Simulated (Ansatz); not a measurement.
# SiC (zincblende type): the cost of one run

Program: Ansatz 0.2.0. Level of theory: DFT, PBE, PAW with Ansatz's default frozen-core files, scalar-relativistic. These are calculated values, not measurements.

**1. The system as given**

Symmetry: F-43m, No. 216, cubic system. The conventional cell has a = 4.323 Å, b = 4.323 Å, c = 4.323 Å, α = 90.00°, β = 90.00°, γ = 90.00°. Around Si (site symmetry -43m) lie 4 C at 1.87 Å. C (site symmetry -43m) has 4 Si at 1.87 Å as nearest neighbours.

Structure file:

```cif
data_structure
_symmetry_space_group_name_H-M 'F-43m'
_symmetry_Int_Tables_number 216
_cell_length_a 4.3232
_cell_length_b 4.3232
_cell_length_c 4.3232
_cell_angle_alpha 90.000
_cell_angle_beta 90.000
_cell_angle_gamma 90.000
_cell_volume 80.80
loop_
_atom_site_label
_atom_site_type_symbol
_atom_site_symmetry_multiplicity
_atom_site_Wyckoff_symbol
_atom_site_fract_x
_atom_site_fract_y
_atom_site_fract_z
_atom_site_occupancy
Si1 Si 4 a 0.00000 0.00000 0.00000 1
C1 C 4 d 0.25000 0.25000 0.75000 1
```

The file gives the conventional cell by its symmetry; the runs use the cell typed in the input.

Atoms are numbered in the order of the input: Si1, C2.

**2. Bulk cell relaxed, PAW**

File input.yaml:

```yaml
crystal:
  lattice:
    - [0.0, 2.1616189057, 2.1616189057]
    - [2.1616189057, 0.0, 2.1616189057]
    - [2.1616189057, 2.1616189057, 0.0]
  atoms:
    - { symbol: Si, position: [0.0, 0.0, 0.0] }
    - { symbol: C, position: [0.25, 0.25, 0.25] }
kpoints:
  mp_grid: { grid: [13, 13, 13] }
scf:
  occupations: { method: fermi_dirac, width: 0.02 }
hamiltonian:
  xc: pbe
  pseudopotentials: { kind: paw }
output:
  forces: true
  stress: true
relax:
  f_tol: 0.005
  max_steps: 40
  cell: {}
```

The run is started by

```bash
$ ansatz run input.yaml --threads 1 --pin off --max-ram 3584MiB --backend cpu --events-out ev --progress --plain --runs-dir out
```

Q: Estimate wall time and peak memory on 1 thread of Intel Xeon Platinum 8488C (Sapphire Rapids), shared host.

About 10 s, with a peak of 0.36 GiB.
